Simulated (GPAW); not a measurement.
## NiMoIrPdW: band structure with TPSS

Crystal: NiMoIrPdW.

```
Ni Mo Pd Ir W
1.0
     4.14670    0.00000    0.00000
    -2.07335    3.59115    0.00000
     0.00000    0.00000    5.41629
Ni Mo Pd Ir W
1 1 1 1 1
Direct
  0.00000 0.00000 0.02221
  0.66667 0.33333 0.45996
  0.33333 0.66667 0.74601
  0.33333 0.66667 0.25641
  0.66667 0.33333 0.99985
```

The cell was built by a generator and needn't be a form met in nature.

| Item | Value |
| --- | --- |
| Program | GPAW 26.7.0 |
| Task | band structure |
| Functional | TPSS |
| Potentials or basis | GPAW PAW data sets (gpaw-data 1.2.1) |
| Cutoff | 600 eV |
| Basis | pw |
| k mesh | 5 × 5 × 4 |
| Occupations | fermi-dirac, width 0.05 eV |
| Spin | collinear spin, ferromagnetic start |
| Starting moments | [1.0, 1.0, 0.0, 0.6, 0.0] μB |
| Ranks | 8 |
| Eigensolver | davidson |
| Maxiter | 150 |
| Band path | GMKGALHA,LM,KH |
| Band points | 80 |

The pressure is -4.1 GPa, the largest force is 0.098 eV/Å and the band gap along the path is none (metal or under the smearing width). The net moment is 0.00 μB per cell.

Forces in eV/Å, atoms in the order of the input:
```
Ni   0.000  0.000  0.056
Mo   0.000  0.000 -0.001
Pd   0.000  0.000  0.066
Ir   0.000  0.000 -0.098
W    0.000  0.000 -0.023
```

Stress tensor (GPa, compression positive):
```
-4.35  0.00  0.00
 0.00 -4.35  0.00
 0.00  0.00 -3.69
```

Levels at the corners of the path, in eV from the Fermi level:
Spin up:
| point | band 34 | band 35 | band 36 | band 37 | band 38 | band 39 | band 40 | band 41 |
| --- | --- | --- | --- | --- | --- | --- | --- | --- |
| Γ | -1.60 | -1.36 | -1.36 | -0.70 | 0.85 | 0.85 | 2.06 | 2.06 |
| M | -1.52 | -1.23 | -0.13 | 0.03 | 0.34 | 0.87 | 1.58 | 1.70 |
| K | -1.32 | -1.21 | -1.12 | -1.00 | -0.33 | 0.51 | 0.94 | 1.81 |
| Γ | -1.60 | -1.36 | -1.36 | -0.70 | 0.85 | 0.85 | 2.06 | 2.06 |
| A | -1.32 | -0.47 | -0.47 | -0.34 | 0.49 | 0.78 | 0.78 | 1.54 |
| L | -1.81 | -1.35 | -0.90 | -0.72 | 0.01 | 0.68 | 0.81 | 1.26 |
| H | -1.94 | -1.69 | -1.04 | -0.29 | -0.14 | 0.56 | 0.94 | 1.34 |
| A | -1.32 | -0.47 | -0.47 | -0.34 | 0.49 | 0.78 | 0.78 | 1.54 |
| L | -1.81 | -1.35 | -0.90 | -0.72 | 0.01 | 0.68 | 0.81 | 1.26 |
| M | -1.52 | -1.23 | -0.13 | 0.03 | 0.34 | 0.87 | 1.58 | 1.70 |
| K | -1.32 | -1.21 | -1.12 | -1.00 | -0.33 | 0.51 | 0.94 | 1.81 |
| H | -1.94 | -1.69 | -1.04 | -0.29 | -0.14 | 0.56 | 0.94 | 1.34 |
Spin down:
```tsv
point	band 34	band 35	band 36	band 37	band 38	band 39	band 40	band 41
Γ	-1.60	-1.36	-1.36	-0.70	0.85	0.85	2.06	2.06
M	-1.52	-1.23	-0.13	0.03	0.34	0.87	1.58	1.70
K	-1.32	-1.21	-1.12	-1.00	-0.33	0.51	0.94	1.81
Γ	-1.60	-1.36	-1.36	-0.70	0.85	0.85	2.06	2.06
A	-1.32	-0.47	-0.47	-0.34	0.49	0.78	0.78	1.54
L	-1.81	-1.35	-0.90	-0.72	0.01	0.68	0.81	1.26
H	-1.94	-1.69	-1.04	-0.29	-0.14	0.56	0.94	1.34
A	-1.32	-0.47	-0.47	-0.34	0.49	0.78	0.78	1.54
L	-1.81	-1.35	-0.90	-0.72	0.01	0.68	0.81	1.26
M	-1.52	-1.23	-0.13	0.03	0.34	0.87	1.58	1.70
K	-1.32	-1.21	-1.12	-1.00	-0.33	0.51	0.94	1.81
H	-1.94	-1.69	-1.04	-0.29	-0.14	0.56	0.94	1.34
```

Run time: 4.5 min on 8 MPI ranks on Intel(R) Xeon(R) 6975P-C (Granite Rapids), on a shared host, peak memory 0.47 GiB a rank.

Caveat: the stock nickel data set gives pressures a few GPa off other programs; the PAW data sets were made with another functional, which shifts forces and pressure a little; spin-orbit coupling is left out, which moves the levels of the heavy elements.
